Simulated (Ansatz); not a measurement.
# CsLiCr2Te2S3 (C2/m) in Ansatz: single point with PBE

Aim: the single point of CsLiCr2Te2S3 with PBE.

Everything below comes from runs of Ansatz 0.2.0. Logs are shortened: lines on timing, memory, paths and dates and some standing lists are left out, and cuts for length are marked.

## (1) Starting point

The structure is monoclinic, space group C2/m (No. 12). The conventional cell has a = 14.579 Å, b = 4.209 Å, c = 7.709 Å, α = 90.00°, β = 109.04°, γ = 90.00°. Cs (site symmetry 2/m) has 6 S at 3.84 to 3.85 Å and 6 Te at 4.08 to 4.23 Å and 2 Cs at 4.21 Å and 2 Cr at 4.27 Å and 4 Li at 4.39 Å as nearest neighbours. Li (site symmetry 2/m) is surrounded by 2 S at 2.10 Å. Cr (site symmetry m) has 4 S at 2.33 to 2.46 Å as nearest neighbours. Te (site symmetry m) is surrounded by 2 Cr at 2.84 Å and 1 Li at 3.10 Å and 1 S at 3.19 Å. Around S (site symmetry m) lie 3 Cr at 2.33 to 2.46 Å. S (site symmetry 2/m) is surrounded by 2 Li at 2.10 Å and 2 Cr at 2.38 Å.

The cell was built by a generator and needn't be a form met in nature.

## (2) Single point, PBE, collinear spin, ferromagnetic start

File input.yaml:

```yaml
crystal:
  lattice:
    - [7.28959, -2.10433, 0.01772]
    - [7.28959, 2.10433, 0.01772]
    - [-2.53315, 0.0, 7.281]
  atoms:
    - { symbol: Cs, position: [0.5, 0.5, 0.0] }
    - { symbol: Li, position: [0.0, 0.0, 0.5] }
    - { symbol: Cr, position: [0.3287, 0.3287, 0.433], spin: 3.0 }
    - { symbol: Cr, position: [0.6713, 0.6713, 0.567], spin: 3.0 }
    - { symbol: Te, position: [0.80672, 0.80672, 0.17427] }
    - { symbol: Te, position: [0.19328, 0.19328, 0.82573] }
    - { symbol: S, position: [0.16358, 0.16358, 0.39713] }
    - { symbol: S, position: [0.83642, 0.83642, 0.60287] }
    - { symbol: S, position: [0.5, 0.5, 0.5] }
hamiltonian:
  xc: pbe
  pseudopotentials: { kind: paw, level: accurate }
magnetization:
  spin_polarized: true
kpoints:
  mp_grid: { grid: [7, 7, 4] }
scf:
  occupations: { method: fermi_dirac, width: 0.05 }
output:
  forces: true
  stress: true
  eigenvalues: true
```

Potentials or basis: Ansatz PAW earlier set.

The run is started by

```console
ansatz run input.yaml --threads 8 --pin off --max-ram 20480MiB --backend cpu --events-out ev --progress --plain --runs-dir out
```

Standard output:

```text
Warning: RAYON_NUM_THREADS=8 ignored (pool sized by the plan → 8); use --threads N
Engine: ansatz 0.2.0, x86_64-unknown-linux-gnu
Pseudopotentials: kind: paw, level: accurate
Pseudopotential: Cs, paw, valence charge 9, recommended cutoff 650 eV (high), Cs.paw.azcp
Pseudopotential: Li, paw, valence charge 3, recommended cutoff 780 eV (high), Li.paw.azcp
Pseudopotential: Cr, paw, valence charge 14, recommended cutoff 1070 eV (high), Cr.paw.azcp
Pseudopotential: Te, paw, valence charge 16, recommended cutoff 430 eV (normal), Te.paw.azcp#accurate
Pseudopotential: S, paw, valence charge 6, recommended cutoff 580 eV (normal), S.paw.azcp#accurate
Functional definition: PBE
  parameter kappa = 0.804
  parameter beta = 0.06672455060314922
  exchange = pbe_x(kappa = kappa, mu = beta*pi^2/3)
  correlation = pbe_c(beta = beta)
Crystal: 9 atoms, lattice volume = 223.566 Å³
Basis set: ecut = 1070 eV, 17787 PW (Γ), exchange–correlation on 200×200×216 points (8 copies of the dense FFT grid, shifted against one another)
Bands: 58, of which v1, the nominal top of the filled ones, is band 45 counted from 1 (44 counted from 0)
Symmetry: 4 space group operations
Space group: C2/m (ITA 12), of the structure as read, at distance tolerance 6.1e-5 Å
Magnetic group: BNS 12.58 (UNI 65), of the structure as read, at distance tolerance 6.1e-5 Å
k-points: 60 of 196
Non-local potential: Cs, projectors of the file, l = 0: 3, l = 1: 2, l = 2: 2, l = 3: 3
Non-local potential: Li, projectors of the file, l = 0: 2, l = 1: 1, l = 2: 2
Non-local potential: Cr, projectors of the file, l = 0: 3, l = 1: 2, l = 2: 3, l = 3: 1
Non-local potential: Te, projectors of the file, l = 0: 3, l = 1: 3, l = 2: 3, l = 3: 2, l = 4: 1
Non-local potential: S, projectors of the file, l = 0: 3, l = 1: 3, l = 2: 2, l = 3: 1, l = 4: 1
PAW form: soft (Blöchl's): semilocal exchange-correlation on the pseudo side does not see the compensation charge
PAW one-centre angular grid: Cs, 194 points (default); XC on 64 Gauss nodes
PAW one-centre angular grid: Li, 110 points (default); XC on 64 Gauss nodes
PAW one-centre angular grid: Cr, 590 points (default); XC on 64 Gauss nodes
PAW one-centre angular grid: Te, 590 points (default); XC on 64 Gauss nodes
PAW one-centre angular grid: S, 194 points (default); XC on 64 Gauss nodes
Initial density: superposition of atomic densities (chi_scale 0.1, normalization cell, long waves kept (reshape's long-wave potential 0.08 eV rms))
Starting moments: Σ|m| = 6 μB on 2 of 9 sites
Initial wavefunctions: pseudopotential atomic-orbital guess
Functional: x = pbe(κ = 0.804, μ = 0.2195149727645171), c = pbe(β = 0.06672455060314922)
SCF iter   1: F=—  HF=-29327.477281 eV  |F-HF|=—  |Δ(HF+E_count)|=         —  Δρ=5.78e-2 (↑5.78e-2 ↓3.35e-2)  dr2=3.37e1  dr2_m=5.73e-1  M=4.299 μB ∫|m|=5.627 μB  β_m=0.30  ethr=3.10e-3  ⟨swp⟩=21.8  Hψ=55255  notcnv=0  defer=4
Mixer restart at iter 1: flushing history
preconditioner: auto → Kerker (q_TF=auto, 2.344 Å⁻¹)  [metal: Δε(μ)=0.002 eV  Ē_g=8.052 eV  σ=0.050 eV  W_gap=0.01  n_scr=46 (ndim 8)  ℏωp=17.6 eV  f_vac=0.000  D(μ)=6.57/eV (n_scr^D=46)]
spin=Collinear: Kerker preconditioning applied to the charge; magnetization (m = ρ↑ − ρ↓) channel mixes plain (no charge-response kernel on spin).
SCF iter   2: F=—  HF=-29328.858973 eV  |F-HF|=—  |Δ(HF+E_count)|=    1.38e0  Δρ=2.22e-2 (↑2.22e-2 ↓1.95e-2)  dr2=7.15e0  dr2_m=3.85e-1  M=4.894 μB ∫|m|=6.322 μB  β_m=0.35  ethr=3.10e-3  ⟨swp⟩=6.0  Hψ=19937  notcnv=0  defer=532
SCF iter   3: F=—  HF=-29328.250877 eV  |F-HF|=—  |Δ(HF+E_count)|=   6.08e-1  Δρ=1.85e-2 (↑1.85e-2 ↓1.21e-2)  dr2=2.68e0  dr2_m=2.87e-1  M=5.067 μB ∫|m|=6.643 μB  β_m=0.65  ethr=3.10e-3  ⟨swp⟩=4.6  Hψ=12547  notcnv=0  defer=543
SCF iter   4: F=—  HF=-29327.762250 eV  |F-HF|=—  |Δ(HF+E_count)|=   4.89e-1  Δρ=6.02e-3 (↑6.02e-3 ↓3.52e-3)  dr2=3.50e-1  dr2_m=7.55e-3  M=5.268 μB ∫|m|=7.008 μB  β_m=0.83  ethr=2.98e-3  ⟨swp⟩=5.9  Hψ=15665  notcnv=0  defer=533
SCF iter   5: F=—  HF=-29327.746223 eV  |F-HF|=—  |Δ(HF+E_count)|=   1.60e-2  Δρ=3.71e-3 (↑3.71e-3 ↓1.70e-3)  dr2=1.36e-1  dr2_m=2.99e-3  M=5.206 μB ∫|m|=6.918 μB  β_m=0.91  ethr=3.89e-4  ⟨swp⟩=5.5  Hψ=17630  notcnv=0  defer=547
SCF iter   6: F=—  HF=-29327.729413 eV  |F-HF|=—  |Δ(HF+E_count)|=         —  Δρ=1.56e-3 (↑1.56e-3 ↓6.12e-4)  dr2=2.45e-2  dr2_m=1.05e-3  M=5.224 μB ∫|m|=6.956 μB  β_m=0.91  ethr=1.51e-4  ⟨swp⟩=4.7  Hψ=12115  notcnv=0  defer=547
Mixer restart at iter 6: flushing history
SCF iter   7: F=—  HF=-29327.727951 eV  |F-HF|=—  |Δ(HF+E_count)|=   1.46e-3  Δρ=1.57e-3 (↑1.57e-3 ↓5.67e-4)  dr2=1.35e-2  dr2_m=6.63e-4  M=5.235 μB ∫|m|=6.976 μB  β_m=0.81  ethr=2.73e-5  ⟨swp⟩=3.7  Hψ=15237  notcnv=0  defer=547
SCF iter   8: F=—  HF=-29327.728231 eV  |F-HF|=—  |Δ(HF+E_count)|=   2.80e-4  Δρ=5.07e-4 (↑5.07e-4 ↓2.92e-4)  dr2=6.58e-3  dr2_m=7.87e-5  M=5.225 μB ∫|m|=6.961 μB  β_m=0.89  ethr=1.49e-5  ⟨swp⟩=3.5  Hψ=14536  notcnv=0  defer=548
SCF iter   9: F=—  HF=-29327.727128 eV  |F-HF|=—  |Δ(HF+E_count)|=   1.10e-3  Δρ=3.47e-4 (↑3.47e-4 ↓2.23e-4)  dr2=3.09e-3  dr2_m=3.76e-5  M=5.227 μB ∫|m|=6.965 μB  β_m=0.88  ethr=7.31e-6  ⟨swp⟩=2.2  Hψ=9274  notcnv=0  defer=548
SCF iter  10: F=—  HF=-29327.726485 eV  |F-HF|=—  |Δ(HF+E_count)|=   6.43e-4  Δρ=1.16e-4 (↑1.16e-4 ↓6.83e-5)  dr2=3.15e-4  dr2_m=4.60e-6  M=5.226 μB ∫|m|=6.966 μB  β_m=0.94  ethr=3.43e-6  ⟨swp⟩=3.2  Hψ=11981  notcnv=0  defer=546
SCF iter  11: F=—  HF=-29327.726413 eV  |F-HF|=—  |Δ(HF+E_count)|=   7.27e-5  Δρ=2.24e-5 (↑2.24e-5 ↓1.92e-5)  dr2=1.20e-5  dr2_m=1.28e-7  M=5.225 μB ∫|m|=6.967 μB  β_m=0.97  ethr=3.51e-7  ⟨swp⟩=3.1  Hψ=12406  notcnv=0  defer=543
SCF iter  12: F=—  HF=-29327.726395 eV  |F-HF|=—  |Δ(HF+E_count)|=   1.74e-5  Δρ=8.49e-6 (↑8.43e-6 ↓8.49e-6)  dr2=1.94e-6  dr2_m=9.34e-9  M=5.225 μB ∫|m|=6.967 μB  β_m=0.99  ethr=1.34e-8  ⟨swp⟩=3.5  Hψ=14838  notcnv=0  defer=543
SCF iter  13: F=—  HF=-29327.726396 eV  |F-HF|=—  |Δ(HF+E_count)|=   4.49e-7  Δρ=4.06e-6 (↑3.98e-6 ↓4.06e-6)  dr2=2.93e-7  dr2_m=1.24e-9  M=5.225 μB ∫|m|=6.967 μB  β_m=0.99  ethr=2.16e-9  ⟨swp⟩=3.2  Hψ=13213  notcnv=0  defer=543
SCF iter  14: F=-29327.726396 eV  HF=-29327.726396 eV  |F-HF|=1.03e-8  |Δ(HF+E_count)|=   2.33e-8  Δρ=1.18e-6 (↑1.18e-6 ↓1.11e-6)  dr2=2.69e-8  dr2_m=2.13e-10  M=5.225 μB ∫|m|=6.967 μB  ethr=1.11e-10  ⟨swp⟩=23.9  Hψ=61916  notcnv=0
SCF 1 converged in 14 iterations: F = -29327.726396 eV  dr2 = 2.69e-8
SCF converged after 14 iterations
Magnetization: 5.2247 μB (47.6123 up, 42.3877 down)
Absolute magnetization: 6.9682 μB (∫|ρ↑−ρ↓|, with the PAW one-centre terms)
Spin contamination: 0.6023 ħ² per cell (⟨S²⟩ above its minimum at these occupations)
Per-site moments (μB) at R_I (Å): [(0.0009345146592666207, 1.5828311309923833), (0.004812013036771687, 0.868036125), (2.589027511230645, 0.9618631007958816), (2.5890275112306442, 0.9618631007958816), (-0.1349031766601002, 1.1734218254172635), (-0.13490317666010054, 1.1734218254172635), (-0.13432473839625653, 0.9618631007958816), (-0.13432473839625675, 0.9618631007958816), (-0.03029981691618316, 0.868036125)]
Free energy (F): -29327.726396 eV
Harris-Foulkes:  -29327.726396 eV  (|F-HF|=1.03e-8)
Internal energy: -29327.690851 eV  (E = F + TS)
E sigma→0 (E₀):  -29327.708623 eV
Entropy (-TS):   -0.035545 eV (-3.949 meV/atom)
Fermi energy:    7.101972 eV
--- Per-component energies (eV) ---
  E_band       = -1258.479671
  E_kinetic    = 2347.411204
  E_local      = -12605.735747  (includes V_loc(G=0)·N_el)
  E_nonlocal   = 2382.186462
  E_hartree    = 4605.096717
  E_xc         = -1609.848059
  E_vxc        = -1158.933271  (∫ρ·V_xc dr)
  E_paw        = -18193.374289  (= ΣΔE_a, less E_core_relax)
  E_vpaw       = -1433.600476  (= ΣTr[D̂ρ^β], less what the cores' own moments, if any, meet on the grid)
  E_core_relax = -0.002562  (the energy of the cores' relaxation)
  E_aug_tail   = 0.000011  (compensation charges beyond the density's cutoff)
  E_ewald      = -6253.424587
  E_smearing   = -0.035545  (= −TS)
  E_closure    = -0.000000  (closes the sum)
  Σ components = -29327.726396   (vs F -29327.726396, Δ=0.00e0)
--- Forces (eV/Å), atoms counted from 1 ---
  atom   1  Cs     0.00000000     0.00000000     0.00000000
  atom   2  Li     0.00000000     0.00000000     0.00000000
  atom   3  Cr    -0.00931455     0.00000000    -0.02749544
  atom   4  Cr     0.00931455     0.00000000     0.02749544
  atom   5  Te     0.00836889     0.00000000     0.03094723
  atom   6  Te    -0.00836889     0.00000000    -0.03094723
  atom   7  S      0.01180585     0.00000000    -0.01038882
  atom   8  S     -0.01180585     0.00000000     0.01038882
  atom   9  S      0.00000000     0.00000000     0.00000000
  max |Σ_I F_I| component: 0.00e0 eV/Å
--- Stress (GPa, compression-positive) ---
       -0.055840       0.000000      -0.009424
        0.000000      -0.039950       0.000000
       -0.009425       0.000000       0.052117
  P = ⅓ Tr σ = -0.0146 GPa (-0.146 kbar)
--- Band table (eV; the first three rows and the last of 120) ---
  k-point 0 ↑: bands = ["-65.5769", "-65.5760", "-37.9179", "-36.9545", "-36.9500", "-36.9107", "-36.9054", "-36.9042", "-36.8987", "-29.0765", "-29.0760", "-29.0725", "-29.0556", "-29.0041", "-29.0012", "-28.9350", "-28.9335", "-28.9297", "-28.9251", "-14.3875", "-6.2383", "-5.0890", "-4.8594", "-3.5652", "-2.8037", "-1.2506", "-1.1868", "-0.9516", "2.1276", "2.8829", "2.9683", "3.0387", "3.2269", "3.3984", "4.1456", "4.3306", "5.1709", "5.5563", "5.5877", "5.6263", "5.9443", "6.1346", "6.2161", "6.5168", "6.5662", "6.7900", "6.9100", "7.2338", "8.1389", "8.3158", "8.5252", "9.3368", "9.3817", "10.4236", "11.3736", "11.8789", "11.8915", "12.0774"]
  k-point 1 ↑: bands = ["-65.5769", "-65.5760", "-37.9179", "-36.9545", "-36.9500", "-36.9107", "-36.9054", "-36.9042", "-36.8987", "-29.0765", "-29.0760", "-29.0725", "-29.0556", "-29.0041", "-29.0012", "-28.9350", "-28.9335", "-28.9297", "-28.9251", "-14.3874", "-6.2328", "-5.0810", "-4.8631", "-3.7173", "-2.6156", "-1.2378", "-1.1898", "-0.9514", "1.9814", "2.9713", "3.0432", "3.1010", "3.2994", "3.3920", "3.8409", "4.2644", "5.3316", "5.3397", "5.6908", "5.6919", "5.9989", "6.0963", "6.3704", "6.5110", "6.6333", "6.7096", "6.7874", "7.2566", "7.9116", "8.1807", "8.5823", "9.0430", "9.4578", "10.6686", "11.4990", "11.9385", "12.1067", "12.2778"]
  k-point 2 ↑: bands = ["-65.5769", "-65.5760", "-37.9179", "-36.9545", "-36.9500", "-36.9107", "-36.9054", "-36.9042", "-36.8987", "-29.0765", "-29.0760", "-29.0725", "-29.0556", "-29.0041", "-29.0012", "-28.9350", "-28.9335", "-28.9297", "-28.9251", "-14.3873", "-6.2270", "-5.0738", "-4.8668", "-3.8275", "-2.4746", "-1.2263", "-1.1797", "-0.9512", "1.8703", "3.0241", "3.0480", "3.0961", "3.3854", "3.5522", "3.5659", "4.2115", "5.1914", "5.4467", "5.7104", "5.9842", "6.0125", "6.0686", "6.1672", "6.4806", "6.5217", "6.8501", "6.8843", "7.2082", "7.5898", "8.1393", "8.5982", "8.8217", "9.5657", "10.9046", "11.6397", "12.0111", "12.3708", "12.4375"]
  k-point 59 ↓: bands = ["-62.6702", "-62.6693", "-37.9112", "-34.1432", "-34.1374", "-34.1047", "-34.0990", "-33.9399", "-33.9361", "-29.1109", "-29.1074", "-29.1049", "-29.0910", "-29.0244", "-29.0228", "-28.9619", "-28.9610", "-28.9516", "-28.9478", "-14.3763", "-6.0632", "-5.4841", "-4.9072", "-3.8249", "-2.6806", "-1.1775", "-1.1104", "-1.0870", "2.8572", "2.9308", "3.1912", "3.2400", "3.9245", "3.9342", "3.9658", "4.7483", "5.0186", "5.0593", "5.4708", "5.7316", "6.1731", "7.1466", "7.5854", "8.6400", "8.9603", "9.0685", "9.1349", "9.2617", "9.3330", "9.7017", "9.7316", "10.0190", "10.6141", "11.1467", "12.0674", "12.3899", "12.4351", "12.9262"]
```

Run time: 1.8 min. Hardware: 8 threads of AMD EPYC 7B13 (Zen 3), shared host; peak memory 6.8 GiB.

Results:

- Free energy: -29327.7264 eV
- Pressure: 0.0 GPa
- Largest force: 0.032 eV/Å
- Band gap on the k mesh: none (metal or under the smearing width)
- Net moment: 5.22 μB per cell
- Absolute moment: 6.97 μB per cell
- Site moments: Cs +0.00; Li +0.00; Cr +2.59; Te -0.13; S -0.13, -0.03 μB

Forces on the atoms (eV/Å):
```
Cs   0.000  0.000  0.000
Li   0.000  0.000  0.000
Cr  -0.009  0.000 -0.027
Cr   0.009  0.000  0.027
Te   0.008  0.000  0.031
Te  -0.008  0.000 -0.031
S    0.012  0.000 -0.010
S   -0.012  0.000  0.010
S    0.000  0.000  0.000
```

Stress tensor (GPa, compression positive):
```
-0.06  0.00 -0.01
 0.00 -0.04  0.00
-0.01  0.00  0.05
```

Levels at points of the mesh, in eV from the Fermi level:
Spin up:
| k point | band 43 | band 44 | band 45 | band 46 | band 47 | band 48 | band 49 | band 50 | band 51 | band 52 |
| --- | --- | --- | --- | --- | --- | --- | --- | --- | --- | --- |
| (0.00, 0.00, 0.00) | -0.89 | -0.59 | -0.54 | -0.31 | -0.19 | 0.13 | 1.04 | 1.21 | 1.42 | 2.23 |
| (0.00, 0.00, -0.50) | -0.93 | -0.62 | -0.58 | -0.25 | -0.22 | 0.11 | 0.49 | 1.04 | 1.50 | 1.72 |
Spin down:
```tsv
k point	band 39	band 40	band 41	band 42	band 43	band 44	band 45	band 46
(0.00, 0.00, 0.00)	-0.95	-0.93	-0.69	-0.09	0.78	1.05	1.50	1.72
(0.00, 0.00, -0.50)	-1.03	-0.94	-0.70	-0.07	0.39	1.07	1.56	1.66
```

Caveat: only a ferromagnetic start was run, and an antiferromagnetic order may lie lower in energy. With open d or f shells a metallic result of PBE can be an artefact of self-interaction; +U or a hybrid may open a gap.
